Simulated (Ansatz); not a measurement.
# Na: response to strain

Aim: deform Na (zz strain of +3 %) and compute stress, forces and field gradients with LAPW, PAW and all-electron datasets made for the crystal.

Program: Ansatz 0.2.0. Level of theory: DFT PBEsol, scalar-relativistic. These are calculated values, not measurements.

2 further runs of the same task are left out: 2 set aside as unsound or not needed.

## Step 1: Starting point

The structure is cubic, space group Im-3m (No. 229). Conventional cell: a = 4.235 Å, b = 4.235 Å, c = 4.235 Å, α = 90.00°, β = 90.00°, γ = 90.00°. Around Na (site symmetry m-3m) lie 8 Na at 3.67 Å.

As a file:

```
CELL_PARAMETERS angstrom
-2.11750 2.11750 2.11750
2.11750 -2.11750 2.11750
2.11750 2.11750 -2.11750
ATOMIC_POSITIONS crystal
Na 0.00000 0.00000 0.00000
```

## Step 2: After the deformation

Space group Im-3m before, I4/mmm after.

## Step 3: LAPW, all electrons

Input file input.yaml:

```yaml
crystal:
  lattice:
    - [-2.1175, 2.1175, 2.181025]
    - [2.1175, -2.1175, 2.181025]
    - [2.1175, 2.1175, -2.181025]
  atoms:
    - { symbol: Na, position: [0.0, 0.0, 0.0] }
kpoints:
  mp_grid: { grid: [12, 12, 12] }
  band_path:
    path:
      - [0.0, 0.0, 0.0]
      - [0.0, 0.0, 0.5]
      - [0.25, 0.25, 0.25]
      - [0.0, 0.5, 0.0]
      - [0.0, 0.0, 0.0]
      - [0.5, 0.5, -0.5]
      - [0.4856489773, 0.5143510227, -0.4856489773]
      - [-0.4856489773, 0.4856489773, 0.4856489773]
      - [0.0, 0.0, 0.0]
    npoints: 5
scf:
  occupations: { method: fermi_dirac, width: 0.05 }
hamiltonian:
  xc: pbesol
  pseudopotentials: { kind: all_electron, lapw: { basis_error: 0.00025 } }
output:
  forces: true
  stress: true
  eigenvalues: true
```

The run is started by

```bash
$ ansatz run input.yaml --threads 1 --pin off --max-ram 3072MiB --backend cpu --events-out ev --progress --plain --runs-dir out
```

## Step 4: Frozen-core PAW

Input file input.yaml:

```yaml
crystal:
  lattice:
    - [-2.1175, 2.1175, 2.181025]
    - [2.1175, -2.1175, 2.181025]
    - [2.1175, 2.1175, -2.181025]
  atoms:
    - { symbol: Na, position: [0.0, 0.0, 0.0] }
kpoints:
  mp_grid: { grid: [12, 12, 12] }
scf:
  occupations: { method: fermi_dirac, width: 0.05 }
hamiltonian:
  xc: pbesol
  pseudopotentials: { kind: paw }
output:
  forces: true
  stress: true
  eigenvalues: true
  efg: { contact_densities: true }
  write_density: true
  write_potential: true
  elf: true
  volumetric_format: npy
```

## Step 5: Datasets made for this crystal

input.yaml: that of step 4 with these lines changed.

```diff
@@ -13,3 +13,3 @@
   xc: pbesol
-  pseudopotentials: { kind: paw }
+  pseudopotentials: { kind: all_electron, datasets: crystal }
 output:
@@ -19,5 +19 @@
   efg: { contact_densities: true }
-  write_density: true
-  write_potential: true
-  elf: true
-  volumetric_format: npy
```

(Steps that only read results are left out.)

What does the calculation give? Wanted: pressure; largest shear or deviatoric stress.

The runs gave:

| quantity | value |
| --- | --- |
| pressure | LAPW -0.51, PAW -0.51, crystal datasets -0.51 GPa |
| largest shear or deviatoric stress (LAPW) | 0.03 GPa |

**Reading.** Against the undeformed cell the largest change of stress is -0.202 GPa, in the yy component (others tie with it). PAW: stress within 0.01 GPa of LAPW. Crystal datasets: stress within 0.01 GPa of LAPW.
